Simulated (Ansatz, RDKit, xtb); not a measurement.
# Isomers of C3H10BN3, a sample narrowed down, part 1 of 2

A sample of isomers of C3H10BN3 is drawn. Aim: find which of them has the lowest free energy at 298.15 K, then its properties. The sample is small against all isomers, and the most stable one of this formula need not be in it.

The funnel: GFN2-xTB relaxations, single points with a density functional, relaxations at r2SCAN-D4/def2-SVP, harmonic vibrations (at GFN2-xTB), and a last energy at a higher level. All values are calculated.

## (1) Candidates

Isomers were taken from a list of plausible structures; this is a sample, not all of them. That gives 4 candidates.

```
label                SMILES     spin
 c102             NC1CNBNC1  singlet
 c184  N#C[B@H-]([NH3+])CCN  singlet
 c344             CNB1NCCN1  singlet
 c523          C=CN(C)B(N)N  singlet
```

Candidates are built by distance geometry, with a force field where one applies, in up to four conformers (letters a to d).

## (2) Search with GFN2-xTB

All 14 starts are relaxed the same way. One of them, c184c (taken from a list of plausible isomers, embedded by distance geometry and UFF), in full:

File start.xyz:

```xyz
17
c184c
C     -2.057335    -1.530878    -1.757217
C      0.162315    -0.655763    -0.748254
C      0.867240    -0.184282     0.492035
B     -1.435103    -0.602706    -0.620816
N     -2.524444    -2.161310    -2.564781
N     -1.998210     0.817138    -0.772026
N      0.624737    -1.006362     1.654063
H     -1.788318    -1.067654     0.397063
H     -3.075303     0.775827    -0.755626
H     -1.652847     1.237267    -1.629683
H     -1.712228     1.370509     0.059940
H      0.522148    -1.648112    -0.998407
H      0.482473     0.012640    -1.610811
H      0.525351     0.905827     0.758207
H      1.956317    -0.090753     0.314292
H      1.122573    -0.585847     2.471622
H      1.091785    -1.923147     1.450412
```

Launch:

```console
xtb start.xyz --gfn 2 --opt
```

Output, shortened:

```text
* xtb version 6.7.1
[...]
          :  # basis functions                  38          :
[...]
          :  # electrons                        40          :
[...]
          :  Hamiltonian                  GFN2-xTB          :
[...]
          :  net charge                          0          :
          :  unpaired electrons                  0          :
[...]
   *** convergence criteria satisfied after 12 iterations ***
[...]
   *** GEOMETRY OPTIMIZATION CONVERGED AFTER 71 ITERATIONS ***
[...]
   *** convergence criteria satisfied after 3 iterations ***
[...]
         ::                     SUMMARY                     ::
         :::::::::::::::::::::::::::::::::::::::::::::::::::::
         :: total energy             -21.474005444514 Eh    ::
         :: gradient norm              0.000363876145 Eh/a0 ::
         :: HOMO-LUMO gap              5.153656257778 eV    ::
         ::.................................................::
         :: SCC energy               -21.782372656431 Eh    ::
         :: -> isotropic ES            0.061554958662 Eh    ::
         :: -> anisotropic ES          0.003183154606 Eh    ::
         :: -> anisotropic XC          0.025750715465 Eh    ::
         :: -> dispersion             -0.011186603647 Eh    ::
         :: repulsion energy           0.308367211916 Eh    ::
         :: add. restraining           0.000000000000 Eh    ::
         :: total charge              -0.000000000000 e     ::
         :::::::::::::::::::::::::::::::::::::::::::::::::::::
[...]
        20        2.0000           -0.3557421              -9.6802 (HOMO)
        21                         -0.1663487              -4.5266 (LUMO)
[...]
     #   Z          covCN         q      C6AA      α(0)
     1   6          1.813     0.013    30.839     8.973
     2   6          3.715    -0.146    23.450     6.919
     3   6          3.728     0.015    20.421     6.451
     4   5          3.535     0.165    18.953     7.208
     5   7          0.911    -0.300    27.718     7.615
     6   7          3.391    -0.268    26.910     7.705
     7   7          2.633    -0.338    28.706     7.957
     8   1          0.930    -0.122     6.409     3.959
     9   1          0.860     0.195     1.133     1.668
    10   1          0.860     0.198     1.119     1.657
    11   1          0.862     0.249     0.886     1.474
    12   1          0.924     0.004     2.995     2.706
    13   1          0.924     0.021     2.722     2.580
    14   1          0.924     0.037     2.495     2.470
[...]
     #   Z sym  total        # sym  WBO       # sym  WBO       # sym  WBO
 ---------------------------------------------------------------------------
     1   6      3.857 --     5      2.876     4      0.942
     2   6      3.946 --     3      1.007    12      0.977    13      0.975
                             4      0.925
     3   6      3.968 --     2      1.007     7      0.997    14      0.976
                            15      0.975
     4   5      3.560 --     1      0.942     8      0.941     2      0.925
                             6      0.688
     5   7      2.989 --     1      2.876
     6   7      3.514 --     9      0.954    10      0.952    11      0.830
                             4      0.688
     7   7      3.119 --     3      0.997    17      0.967    16      0.967
                            11      0.100
     8   1      0.985 --     4      0.941
[...]
molecular dipole:
                 x           y           z       tot (Debye)
 q only:       -0.533       0.306       2.285
   full:       -0.164       0.318       3.038       7.774
molecular quadrupole (traceless):
[...]
          | TOTAL ENERGY              -21.474005444514 Eh   |
          | GRADIENT NORM               0.000363876145 Eh/α |
          | HOMO-LUMO GAP               5.153656257778 eV   |
           -------------------------------------------------
[...]
```

Wall time 0.27 s (4 threads of Arm Neoverse V2, shared host).

## (3) What the search left

14 of the 14 relaxations converged; 6 ended on a minimum already found. 8 distinct structures remain:

```
label  start          SMILES after     spin  energy (kcal/mol)
c344c  drawn             CNB1NCCN1  singlet                0.0
c102b  drawn             NC1CNBNC1  singlet                7.1
c523d  drawn          C=CN(C)B(N)N  singlet               14.8
c523c  drawn          C=CN(C)B(N)N  singlet               15.4
c184c  drawn  N#C[B@H-]([NH3+])CCN  singlet               70.1
c184d  drawn  N#C[B@H-]([NH3+])CCN  singlet               70.6
c184b  drawn  N#C[B@H-]([NH3+])CCN  singlet               77.7
c184a  drawn  N#C[B@H-]([NH3+])CCN  singlet               79.0
```

## (4) Screening with a density functional

A choice of the minima (the low ones first, few conformers of a pattern, up to a cap) and the lowest that fell apart get a single point at r2SCAN-D4/def2-SVP on the tight-binding geometry, and one at HF/STO-3G for comparison. The lowest singlets are also tried as triplets at the same geometry (label ending in t). The first, c344c:

File input.yaml:

```yaml
crystal:
  periodic: [false, false, false]
  atoms:
    - {symbol: C, position_ang: [-0.626489, -0.460011, 1.822107]}
    - {symbol: C, position_ang: [0.161871, -0.145022, -3.015277]}
    - {symbol: C, position_ang: [0.884543, -1.350022, -2.382912]}
    - {symbol: B, position_ang: [-0.236747, -0.147801, -0.681881]}
    - {symbol: N, position_ang: [-0.744777, 0.245891, 0.571706]}
    - {symbol: N, position_ang: [-0.305107, 0.618135, -1.879392]}
    - {symbol: N, position_ang: [0.415276, -1.365471, -1.015124]}
    - {symbol: H, position_ang: [-0.294633, -1.477293, 1.628975]}
    - {symbol: H, position_ang: [-1.590661, -0.505558, 2.338450]}
    - {symbol: H, position_ang: [0.097076, 0.017532, 2.495559]}
    - {symbol: H, position_ang: [-1.159704, 1.157751, 0.668261]}
    - {symbol: H, position_ang: [-0.882512, 1.415381, -2.077127]}
    - {symbol: H, position_ang: [-0.675466, -0.484635, -3.644364]}
    - {symbol: H, position_ang: [0.838416, 0.445188, -3.646075]}
    - {symbol: H, position_ang: [1.975963, -1.213214, -2.431169]}
    - {symbol: H, position_ang: [0.639822, -2.284956, -2.902359]}
    - {symbol: H, position_ang: [0.833394, -2.044551, -0.405666]}
basis:
  gaussian: {orbitals: def2-SVP}
hamiltonian: {xc: {name: r2SCAN}, dispersion: d4}
scf: {lower_state_search: off}
```

Launch:

```console
ansatz run input.yaml --threads 4 --pin off --max-ram 7830MiB --events-out events.jsonl --progress --plain --runs-dir runs
```

Output, shortened:

```text
Warning: RAYON_NUM_THREADS=4 ignored (pool sized by the plan → 4); use --threads N
Functional definition: r2SCAN
  name "r2SCAN"
[...]
1724 factors; their error is unknown
[...]
mean field -8411.80837398 eV, -309.1282560152 hartree, gradient 5.8e-6 eV, S^2 0.000000; 0 other end points of the search recorded, 0 dependent functions left out
reference -8411.80838610 eV, -309.1282564605 hartree; 27, 27 occupied and 121, 121 virtual orbitals, 1724 factors
Total energy: -8411.90509196 eV, -309.1318103356 hartree
Checks for a lower state left out: stability, starts, cluster_reference, orbital_swaps, neighbouring_geometries, increment
```

It took 1.6 s on 4 threads of Arm Neoverse V2, shared host; peak memory 0.2 GiB.

Relative energies in kcal/mol, each column from its lowest structure that stays in one piece:

```
 label        SMILES     spin  GFN2-xTB  HF/STO-3G  r2SCAN-D4/def2-SVP
 c344c     CNB1NCCN1  singlet       0.0        0.0                 0.0
 c523d  C=CN(C)B(N)N  singlet      14.8       42.0                 0.9
 c523c  C=CN(C)B(N)N  singlet      15.4       42.5                 2.2
 c102b     NC1CNBNC1  singlet       7.1       22.8                14.8
c523dt  C=CN(C)B(N)N  triplet         –          –                94.4
c344ct     CNB1NCCN1  triplet         –          –               130.3
```

## (5) Third filter: density-functional geometries

3 candidates are relaxed at r2SCAN-D4/def2-SVP (chosen among the lowest in one piece, one conformer a pattern). The first, c344c:

input.yaml: that of step 4 with these lines changed.

```diff
@@ -1 +1,4 @@
+basis:
+  gaussian:
+    orbitals: def2-SVP
 crystal:
@@ -8,3 +11,3 @@
     - {symbol: N, position_ang: [-0.744777, 0.245891, 0.571706]}
-    - {symbol: N, position_ang: [-0.305107, 0.618135, -1.879392]}
+    - {symbol: "N", position_ang: [-0.305107, 0.618135, -1.879392]}
     - {symbol: N, position_ang: [0.415276, -1.365471, -1.015124]}
@@ -20,5 +23,8 @@
     - {symbol: H, position_ang: [0.833394, -2.044551, -0.405666]}
-basis:
-  gaussian: {orbitals: def2-SVP}
-hamiltonian: {xc: {name: r2SCAN}, dispersion: d4}
-scf: {lower_state_search: off}
+hamiltonian:
+  xc: r2scan
+  dispersion: d4
+scf:
+  lower_state_search: "off"
+relax:
+  f_tol: 0.006
```

Launch:

```console
ansatz run input.yaml --threads 4 --pin off --max-ram 7830MiB --events-out events.jsonl --progress --plain --runs-dir runs
```

Output, shortened:

```text
Warning: RAYON_NUM_THREADS=4 ignored (pool sized by the plan → 4); use --threads N
[...]
[... 2 set-up lines as earlier in the session ...]
[...]
1724 factors; their error is unknown
[...]
mean field -8411.80837155 eV, -309.1282559259 hartree, gradient 7.0e-6 eV, S^2 0.000000; 0 other end points of the search recorded, 0 dependent functions left out
[...]
reference -8411.80838367 eV, -309.1282563713 hartree; 27, 27 occupied and 121, 121 virtual orbitals, 1724 factors
relax step   1: F+E_penalty+E_count = -8411.90507741 eV  Δ(F+E_penalty+E_count) = +0.000e0 eV  max|allowed force component| = 5.023e-1 eV/Å  Δτ_max = 0.0000 Å  (19 SCF iters, accepted)
[...]
relax step   4: F+E_penalty+E_count = -8411.97945886 eV  Δ(F+E_penalty+E_count) = -4.716e-3 eV  max|allowed force component| = 3.289e-1 eV/Å  Δτ_max = 0.1569 Å  (18 SCF iters, accepted)
[...]
Atom 8 at    -1.588753    -0.377460     2.377625 Å, force     0.000319    -0.000005    -0.000315 eV/Å
Atom 9 at     0.188331    -0.268028     2.442901 Å, force    -0.000209    -0.000097    -0.000432 eV/Å
Atom 10 at    -1.011618     1.257165     0.706716 Å, force    -0.000123     0.000109     0.000337 eV/Å
Atom 11 at    -0.886252     1.421328    -2.085009 Å, force    -0.000180     0.000196     0.000104 eV/Å
Atom 12 at    -0.797030    -0.628037    -3.486947 Å, force    -0.000158     0.000185     0.000079 eV/Å
Atom 13 at     0.683567     0.314182    -3.813561 Å, force    -0.000070    -0.000014     0.000107 eV/Å
Atom 14 at     2.007575    -1.021947    -2.339140 Å, force    -0.000038     0.000004     0.000261 eV/Å
Atom 15 at     0.853762    -2.257687    -2.911946 Å, force     0.000032     0.000052     0.000169 eV/Å
Atom 16 at     0.874325    -1.954866    -0.342839 Å, force     0.000335    -0.000179    -0.000471 eV/Å
Dipole moment:    -0.036565     0.075417     0.101477 e Å
Checks for a lower state left out: stability, starts, cluster_reference, orbital_swaps, neighbouring_geometries, increment
```

It took 24 s on 4 threads of Arm Neoverse V2, shared host; peak memory 0.21 GiB.

Energy change by step (eV): 0.0000, -0.0503, -0.0697, -0.0744, -0.0912, -0.0940, -0.0943, -0.0945, -0.0945, -0.0946, -0.0946, -0.0946, -0.0946.

After the run. Some bond lengths: C2–C3 1.537 Å, C1–N5 1.441 Å, B4–N5 1.420 Å, C2–N6 1.457 Å, B4–N6 1.443 Å, C3–N7 1.458 Å, B4–N7 1.442 Å, C1–H8 1.101 Å, C1–H9 1.104 Å, C1–H10 1.109 Å, N5–H11 1.013 Å, N6–H12 1.013 Å, C2–H13 1.111 Å, C2–H14 1.105 Å, C3–H15 1.111 Å, C3–H16 1.105 Å. Some angles: C2–C3–N7 103.2°, C3–C2–N6 103.1°, C1–N5–B4 125.3°, N5–B4–N6 126.3°, N5–B4–N7 126.2°, N6–B4–N7 107.5°, C2–N6–B4 108.2°, C3–N7–B4 108.3°, C2–C3–H15 109.7°, C2–C3–H16 111.5°.

## (6) Ranking at r2SCAN-D4/def2-SVP

```
label     spin  r2SCAN-D4/def2-SVP (kcal/mol)  r2SCAN-D4/def2-SVP, relaxed (kcal/mol)  time
c344c  singlet                            0.0                                     0.0  24 s
c523d  singlet                            0.9                                     1.3  17 s
c102b  singlet                           14.8                                    15.7  17 s
```

c344c: Some bond lengths: C2–C3 1.537 Å, C1–N5 1.441 Å, B4–N5 1.420 Å, C2–N6 1.457 Å, B4–N6 1.443 Å, C3–N7 1.458 Å, B4–N7 1.442 Å, C1–H8 1.101 Å, C1–H9 1.104 Å, C1–H10 1.109 Å, N5–H11 1.013 Å, N6–H12 1.013 Å, C2–H13 1.111 Å, C2–H14 1.105 Å, C3–H15 1.111 Å, C3–H16 1.105 Å. Some angles: C2–C3–N7 103.2°, C3–C2–N6 103.1°, C1–N5–B4 125.3°, N5–B4–N6 126.3°, N5–B4–N7 126.2°, N6–B4–N7 107.5°, C2–N6–B4 108.2°, C3–N7–B4 108.3°, C2–C3–H15 109.7°, C2–C3–H16 111.5°.

c523d: Bond lengths: C1–C2 1.351 Å, C2–N5 1.383 Å, C3–N5 1.447 Å, B4–N5 1.463 Å, B4–N6 1.426 Å, B4–N7 1.425 Å, C1–H8 1.091 Å, C1–H9 1.092 Å, C2–H10 1.096 Å, C3–H11 1.097 Å, C3–H12 1.107 Å, C3–H13 1.106 Å, N6–H14 1.011 Å, N6–H15 1.011 Å, N7–H16 1.011 Å, N7–H17 1.011 Å. Some angles: C1–C2–N5 127.4°, C2–N5–C3 116.5°, C2–N5–B4 121.7°, C3–N5–B4 121.8°, N5–B4–N6 119.5°, N5–B4–N7 119.5°, N6–B4–N7 121.0°, C1–C2–H10 119.3°, N5–C2–H10 113.3°, C2–C1–H8 119.2°.

c102b: Some bond lengths: C1–C2 1.542 Å, C1–C3 1.532 Å, C1–N5 1.457 Å, C2–N6 1.451 Å, B4–N6 1.417 Å, C3–N7 1.454 Å, B4–N7 1.418 Å, N5–H8 1.020 Å, N5–H9 1.022 Å, C1–H10 1.106 Å, C2–H11 1.111 Å, C2–H12 1.106 Å, N6–H13 1.011 Å, B4–H14 1.210 Å, N7–H15 1.011 Å, C3–H16 1.108 Å. Some angles: C1–C2–N6 110.5°, C2–C1–C3 109.7°, C2–C1–N5 114.7°, C3–C1–N5 108.5°, C1–C3–N7 109.7°, C2–N6–B4 122.5°, N6–B4–N7 118.4°, C3–N7–B4 122.1°, C1–C2–H11 109.2°, C1–C2–H12 108.5°.

## (7) Vibrations and thermal terms

The lowest few in one piece go on as finalists. In this search the thermal terms come from GFN2-xTB at its own nearest minimum. The first, c344c:

File start.xyz:

```xyz
17
c344c
C     -0.669443    -0.496941     1.777659
C      0.110723    -0.192618    -3.015980
C      0.933884    -1.307838    -2.352958
B     -0.210226    -0.103149    -0.690770
N     -0.707576     0.299928     0.577194
N     -0.215943     0.684739    -1.899263
N      0.370464    -1.383909    -1.010702
H     -0.605526    -1.563517     1.510731
H     -1.588753    -0.377460     2.377625
H      0.188331    -0.268028     2.442901
H     -1.011618     1.257165     0.706716
H     -0.886252     1.421328    -2.085009
H     -0.797030    -0.628037    -3.486947
H      0.683567     0.314182    -3.813561
H      2.007575    -1.021947    -2.339140
H      0.853762    -2.257687    -2.911946
H      0.874325    -1.954866    -0.342839
```

Launch:

```console
xtb start.xyz --gfn 2 --ohess tight
```

Output, shortened:

```text
* xtb version 6.7.1
[...]
          :  # basis functions                  38          :
[...]
          :  # electrons                        40          :
[...]
          :  Hamiltonian                  GFN2-xTB          :
[...]
          :  net charge                          0          :
          :  unpaired electrons                  0          :
[...]
   *** convergence criteria satisfied after 10 iterations ***
[...]
   *** GEOMETRY OPTIMIZATION CONVERGED AFTER 22 ITERATIONS ***
[...]
   *** convergence criteria satisfied after 3 iterations ***
[...]
         ::                     SUMMARY                     ::
         :::::::::::::::::::::::::::::::::::::::::::::::::::::
         :: total energy             -21.585803708197 Eh    ::
         :: gradient norm              0.000118714875 Eh/a0 ::
         :: HOMO-LUMO gap              6.693448393811 eV    ::
         ::.................................................::
         :: SCC energy               -21.858820135177 Eh    ::
         :: -> isotropic ES            0.051395007661 Eh    ::
         :: -> anisotropic ES          0.011327001310 Eh    ::
         :: -> anisotropic XC          0.013126204802 Eh    ::
         :: -> dispersion             -0.010041450539 Eh    ::
         :: repulsion energy           0.273016426981 Eh    ::
         :: add. restraining           0.000000000000 Eh    ::
         :: total charge              -0.000000000000 e     ::
         :::::::::::::::::::::::::::::::::::::::::::::::::::::
[...]
        20        2.0000           -0.3272100              -8.9038 (HOMO)
        21                         -0.0812300              -2.2104 (LUMO)
[...]
molecular dipole:
                 x           y           z       tot (Debye)
 q only:       -0.053       0.043       0.170
   full:       -0.046       0.097       0.127       0.422
molecular quadrupole (traceless):
[...]
          | TOTAL ENERGY              -21.585803708198 Eh   |
          | TOTAL ENTHALPY            -21.432461709595 Eh   |
          | TOTAL FREE ENERGY         -21.474723247374 Eh   |
          | GRADIENT NORM               0.000118737421 Eh/α |
[...]
```

It took 0.2 s on 4 threads of Arm Neoverse V2, shared host.

## (8) Zero-point energy and free-energy terms

As xtb prints them, at 298.15 K, with its own treatment of low modes:

```
label        SMILES     spin  lowest mode (cm⁻¹)  zero-point (kcal/mol)  G − E (kcal/mol)
c344c     CNB1NCCN1  singlet                  66                   90.3              69.7
c523d  C=CN(C)B(N)N  singlet                  77                   88.7              68.0
c102b     NC1CNBNC1  singlet                 141                   91.0              71.8
```

## (9) The final energy

Each finalist gets a single point at CCSD(T)/def2-SVP + MP2/def2-TZVPP - MP2/def2-SVP.

c344c, CCSD(T)/def2-SVP:

File input.yaml:

```yaml
crystal:
  periodic: [false, false, false]
  atoms:
    - {symbol: C, position_ang: [-0.669443, -0.496941, 1.777659]}
    - {symbol: C, position_ang: [0.110723, -0.192618, -3.015980]}
    - {symbol: C, position_ang: [0.933884, -1.307838, -2.352958]}
    - {symbol: B, position_ang: [-0.210226, -0.103149, -0.690770]}
    - {symbol: N, position_ang: [-0.707576, 0.299928, 0.577194]}
    - {symbol: N, position_ang: [-0.215943, 0.684739, -1.899263]}
    - {symbol: "N", position_ang: [0.370464, -1.383909, -1.010702]}
    - {symbol: H, position_ang: [-0.605526, -1.563517, 1.510731]}
    - {symbol: H, position_ang: [-1.588753, -0.377460, 2.377625]}
    - {symbol: H, position_ang: [0.188331, -0.268028, 2.442901]}
    - {symbol: H, position_ang: [-1.011618, 1.257165, 0.706716]}
    - {symbol: H, position_ang: [-0.886252, 1.421328, -2.085009]}
    - {symbol: H, position_ang: [-0.797030, -0.628037, -3.486947]}
    - {symbol: H, position_ang: [0.683567, 0.314182, -3.813561]}
    - {symbol: H, position_ang: [2.007575, -1.021947, -2.339140]}
    - {symbol: H, position_ang: [0.853762, -2.257687, -2.911946]}
    - {symbol: H, position_ang: [0.874325, -1.954866, -0.342839]}
basis:
  gaussian: {orbitals: def2-SVP}
total_charge: 0
correlation: {method: ccsd_t, frozen_orbitals: {"N": 1, C: 1, B: 1, H: 0}}
```

Launch:

```console
ansatz run input.yaml --threads 4 --pin off --max-ram 7830MiB --events-out events.jsonl --progress --plain --runs-dir runs
```

Output, shortened:

```text
Warning: RAYON_NUM_THREADS=4 ignored (pool sized by the plan → 4); use --threads N
Functional definition: HF
  name "HF"
[...]
1531 factors; integrals over basis functions are off by at most 1.3e-3 eV
[...]
mean field -8363.05123503 eV, -307.3364642078 hartree, gradient 8.1e-6 eV, S^2 0.000000; 0 other end points of the search recorded, 0 dependent functions left out
7 core orbitals not correlated: weight in the atoms' cores, before any rotation towards them, 1.000 or more for the frozen orbitals, at most 0.000 for the correlated occupied ones
reference -8363.05123503 eV, -307.3364642078 hartree; 20, 20 occupied and 121, 121 virtual orbitals, 1531 factors
second order -27.24619989 eV of doubles, -0.00000000 eV of singles
cycle   1  -28.26552410 eV  change    -1.0e0 eV  update   1.1e-1
[...]
cycle   8  -29.07935517 eV  change    4.0e-5 eV  update   3.8e-5
perturbative correction -0.88874074 eV, -0.0326606197 hartree
Total energy: -8393.01933094 eV, -308.4377714192 hartree
```

It took 30 s on 4 threads of Arm Neoverse V2, shared host; peak memory 1.4 GiB.

(Continued in part 2 of 2.)
